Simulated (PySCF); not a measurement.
# A diatomic session: CaB+

One table from this session's results is given with a row withheld; the runs are named, their logs left out.

Method: Ca x2c-SVPall, B x2c-SVPall, spin-free X2C with a Gaussian nucleus; program: PySCF 2.14.0.

The first run:

The job is set up so:

| Property | Result |
| --- | --- |
| atoms | Ca, B |
| charge | 1 |
| basis | Ca x2c-SVPall, B x2c-SVPall |
| Hamiltonian | spin-free X2C with a Gaussian nucleus |
| basis functions | 38 |
| electrons treated | 24 |
| masses in u | 39.9626, 11.0093 |
| levels | PBE0, PBE, r²SCAN, MN15, BLYP, B97-3, HSE06, HF, MP2, SCS-MP2, CCSD, CCSD(T) |
| grid | 80 radial by 434 angular points |
| occupations | held fixed by the projection of orbital angular momentum |
| dissociation limit | Ca+ + B, each in its ground configuration |
| starting distance in angstrom | 2.505 |
| values of 2S to try | 0, 2 |

The run is started by

```sh
OMP_NUM_THREADS=1 python dia.py task.json out
```

Steps of the session up to this table: Input; PBE0 along the bond; Other states along the same grid; PBE (GGA); r²SCAN (meta-GGA); MN15 (hybrid meta-GGA); BLYP (GGA); B97-3; HSE06; UHF; Adding correlation.

One table of the session follows, with a row left open; its other results are not shown here.

It belongs to the step «The curves together». Energy (eV) from each level's lowest point:

| R (Å) | UHF | UHF-MP2 | UHF-SCS-MP2 | UHF-CCSD | UHF-CCSD(T) |
| --- | --- | --- | --- | --- | --- |
| 2.115 | 0.796 | 0.698 | 0.698 | n/a | n/a |
| 2.213 | 0.402 | 0.348 | 0.345 | 0.377 | 0.385 |
| 2.312 | 0.162 | 0.138 | 0.135 | 0.162 | 0.169 |
| 2.385 | 0.060 | 0.050 | 0.048 | 0.068 | 0.073 |
| 2.459 | 0.010 | 0.008 | 0.006 | 0.018 | 0.020 |
| 2.533 | 0.000 | 0.000 | 0.000 | 0.000 | 0.000 |
| 2.631 | 0.029 | 0.026 | 0.029 | 0.011 | 0.009 |
| 2.754 | ? | ? | ? | ? | ? |
| 2.902 | 0.155 | 0.212 | 0.193 | 0.120 | 0.129 |
| 3.098 | 0.200 | 0.317 | 0.267 | n/a | n/a |

Q: Estimate the row for R (Å) = 2.754 from the others.

Worked estimate for «UHF». A straight line through the neighbours (2.631, 0.029) and (2.902, 0.155) gives 0.029 + (0.155 − 0.029) × (2.754 − 2.631) / (2.902 − 2.631) = 0.086; a parabola fitted to 4 rows on both sides gives 0.094.

As computed: UHF: 0.096; UHF-MP2: 0.096; UHF-SCS-MP2: 0.100; UHF-CCSD: 0.054; UHF-CCSD(T): 0.054. In «UHF» the line misses by -0.010 and the parabola by -0.002.
